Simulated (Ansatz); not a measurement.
# CH9AlOSi2: one species, many methods

An exercise on one series of results from a longer session: the logs are not shown, and one member is left open.

The runs use Ansatz 0.2.0, Gaussian basis; functionals in def2-TZVPP, the program's frozen cores in correlated methods.

The runs, in order: PBE-D4, r2SCAN-D4, PBE0-D4, B3LYP-D4, ωB97X-V, ωB97M-V, B2PLYP; CCSD(T)/def2-TZVPP; MP2/def2-QZVPP; extrapolation to the limit.

## The geometry

The geometry comes from an earlier relaxation with PBE0-D4 in a triple-zeta def2 set; it is a stationary point, not always the lowest conformer.

SMILES `[CH3][AlH][O][SiH2][SiH3]`, 14 atoms, charge 0, spin multiplicity 1.

Atoms are counted from 1 here; the program's logs count them from 0.

Bond lengths: C1–Al2 1.943 Å, C1–H6 1.093 Å, C1–H7 1.095 Å, C1–H8 1.095 Å, Al2–O3 1.694 Å, Al2–H9 1.581 Å, O3–Si4 1.628 Å, Si4–Si5 2.349 Å, Si4–H10 1.491 Å, Si4–H11 1.491 Å, Si5–H12 1.490 Å, Si5–H13 1.490 Å, Si5–H14 1.490 Å. Angles: Al2–C1–H6 112.5°, Al2–C1–H7 111.0°, Al2–C1–H8 111.0°, H6–C1–H7 107.8°, H6–C1–H8 107.8°, H7–C1–H8 106.4°, C1–Al2–O3 118.5°, C1–Al2–H9 125.5°, O3–Al2–H9 116.0°, Al2–O3–Si4 154.9°, O3–Si4–Si5 111.2°, O3–Si4–H10 109.8°, O3–Si4–H11 109.8°, Si5–Si4–H10 109.1°, Si5–Si4–H11 109.1°, H10–Si4–H11 107.6°, Si4–Si5–H12 110.8°, Si4–Si5–H13 110.8° and more.

The first run:

Contents of in.yaml:

```yaml
crystal:
  periodic: [false, false, false]
  atoms:
    - {symbol: C, position_ang: [-1.477617, 1.213062, 1.354963]}
    - {symbol: Al, position_ang: [0.137617, 0.378417, 2.039939]}
    - {symbol: O, position_ang: [1.121399, -0.483339, 0.963877]}
    - {symbol: Si, position_ang: [1.544489, -1.084921, -0.488893]}
    - {symbol: Si, position_ang: [-0.002700, -0.472204, -2.146189]}
    - {symbol: H, position_ang: [-2.036954, 1.740504, 2.131476]}
    - {symbol: H, position_ang: [-1.242289, 1.932704, 0.563880]}
    - {symbol: H, position_ang: [-2.144762, 0.468603, 0.908105]}
    - {symbol: H, position_ang: [0.630134, 0.428730, 3.541080]}
    - {symbol: H, position_ang: [2.894657, -0.581981, -0.870872]}
    - {symbol: H, position_ang: [1.621431, -2.571867, -0.417919]}
    - {symbol: H, position_ang: [-1.362882, -0.982844, -1.814770]}
    - {symbol: H, position_ang: [-0.090029, 1.010738, -2.264703]}
    - {symbol: H, position_ang: [0.394704, -1.024902, -3.471073]}
basis:
  gaussian: {orbitals: def2-TZVPP}
hamiltonian: {xc: pbe, dispersion: d4}
output: {forces: true, orbitals: {seedname: orbitals}}
```

Command:

```sh
ansatz run in.yaml --threads 4 --pin off --events-out ev --progress --plain --max-ram 10444MiB
```

Steps of the session up to this table: PBE-D4 (GGA); r2SCAN-D4 (meta-GGA); PBE0-D4 (hybrid); B3LYP-D4 (hybrid); ωB97X-V (range-separated); ωB97M-V (range-separated); B2PLYP (double hybrid); CCSD(T) in def2-TZVPP; MP2 in def2-QZVPP.

One table of the session follows, with a row left open; its other results are not shown here.

```
            method  atomisation energy (kcal/mol)
            PBE-D4                              ?
         r2SCAN-D4                         1118.2
           PBE0-D4                         1103.3
          B3LYP-D4                         1115.4
           ωB97X-V                         1123.5
           ωB97M-V                         1118.0
            B2PLYP                         1102.6
     HF/def2-TZVPP                          851.1
    MP2/def2-TZVPP                         1095.2
   CCSD/def2-TZVPP                         1081.1
CCSD(T)/def2-TZVPP                         1091.9
           MP2/CBS                         1123.4
       CCSD(T)/CBS                         1120.1
```

Q: Estimate the row for PBE-D4 from the others.

**Answer.** atomisation energy (kcal/mol): 1109.9. In the column «atomisation energy (kcal/mol)» it lies between PBE0-D4 (1103.3) and B3LYP-D4 (1115.4).
